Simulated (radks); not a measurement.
# Valence configurations of Mo

The task here is to estimate one member of a computed series from the others.

Method: Dirac Kohn-Sham, PBE, spin-unpolarised, spherical densities, point nucleus; open shells are shared between the two j in proportion to 2j + 1. Code: radks (a radial shooting solver on a logarithmic mesh, Libxc functionals) version 1.

### The atom as given

- element: molybdenum (Z = 42)
- charge: 0
- electrons: 42
- configuration: [Kr] 4d5 5s1
- others tried: 4d6; 4d5.5 5s0.5; 4d5 5p1; 4d4.5 5s1.5; 4d4 5s2; 4d4 5s1 5p1; 4d4 5p2; 4d5 5s0.5 5p0.5; 4d3.5 5s0.5 5p2

The outer shells:

Mo
```
[Kr] core
4d [↑ ][↑ ][↑ ][↑ ][↑ ]
5s [↑ ]
```

The first run:

Settings of this run:

```text
Z 42
configuration [Kr] 4d5 5s1
relativity Dirac
functional pbe,pbe
spin unpolarised
j_filling average
nucleus point
c 137.035999084
```

Steps of the session up to this table: [Kr] 4d5 5s1.

One table of the session follows, with a row left open; its other results are not shown here.

Sizes of the orbitals, from the radial functions (bohr):

| level | <r> | outermost maximum (interpolated) | 90 % within | nodes |
| --- | --- | --- | --- | --- |
| 3d3/2 | 0.4132 | 0.321 | 0.661 | 0 |
| 3d5/2 | 0.4167 | 0.324 | 0.666 | 0 |
| 4s1/2 | 1.108 | 0.989 | 1.61 | 3 |
| 4p1/2 | 1.217 | 1.06 | 1.81 | 2 |
| 4p3/2 | 1.248 | 1.08 | 1.86 | 2 |
| 5s1/2 | 3.596 | 2.95 | 5.43 | 4 |
| 4d3/2 | ? | ? | ? | ? |
| 4d5/2 | 2.013 | 1.39 | 3.37 | 1 |

Q: Estimate the row for 4d3/2 from the others.

As computed: <r>: 1.981; outermost maximum (interpolated): 1.38; 90 % within: 3.30; nodes: 1. In the column «<r>» it lies between 4p3/2 (1.248) and 4d5/2 (2.013).
